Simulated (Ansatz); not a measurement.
# Relaxation of GaHCl, part 2 of 2

Wanted: the geometry at rest of GaHCl (a borrowed structure type, volume estimated), relaxing cell and atoms, and its electronic structure there.

Ansatz 0.2.0; DFT, r2SCAN, no spin polarisation, plane waves, PAW. Relaxing cell and atoms.

## (7) What came out

This closing draws on all 2 parts.

```
                                                 quantity                                                                       value
                                                    moves                                                                          12
                                            energy gained                                                               73.7 meV/atom
                                             largest move                                                                 0.39 Å (Ga)
                     space group (0.01 Å), before / after                                                                 R-3m / R-3m
                                                     cell  a = 3.343 Å, b = 3.343 Å, c = 10.666 Å, α = 80.98°, β = 90.00°, γ = 60.00°
                                                   volume                                                      16.92 Å³/atom (+9.0 %)
                                      pressure at the end                                                                    0.00 GPa
           formation energy (elements from separate runs)                                                               -0.25 eV/atom
                                                character                                                                       metal
density of states, mean within 0.25 eV of the Fermi level                                                         1.1 per eV per cell
                                            Bader charges                                               H -0.37, Cl -0.60, Ga +0.97 e
```

The volume grew by 9.0 %, and the largest move of an atom is 0.39 Å apart from the change of the cell; the energy fell by 73.7 meV per atom. The shape changed more than that tells: the edges moved by -5, -5, +20 %. With 12 symmetry operations imposed, the end may be a saddle point towards distortions that break them. By a distance rule the end structure falls into sheets, and the functional has no dispersion term: where only weak forces hold such sheets, the spacing at the end is too wide to trust. Bands cross the Fermi level: a metal; within 0.25 eV of the Fermi level the density of states averages 1.1 per eV per cell, mostly Ga s (48 %), Cl p (20 %) and Ga p (17 %). Ga loses most charge (+0.97 e on average) and Cl gains most (-0.60 e). Against the elements' reference phases (H2 molecule, Cl2 molecule, alpha-Ga (Cmce); separate runs with the same functional) the formation energy is -0.25 eV per atom, so it holds against falling apart into elements.

Caveats: the k mesh is coarse for a cell without a gap.
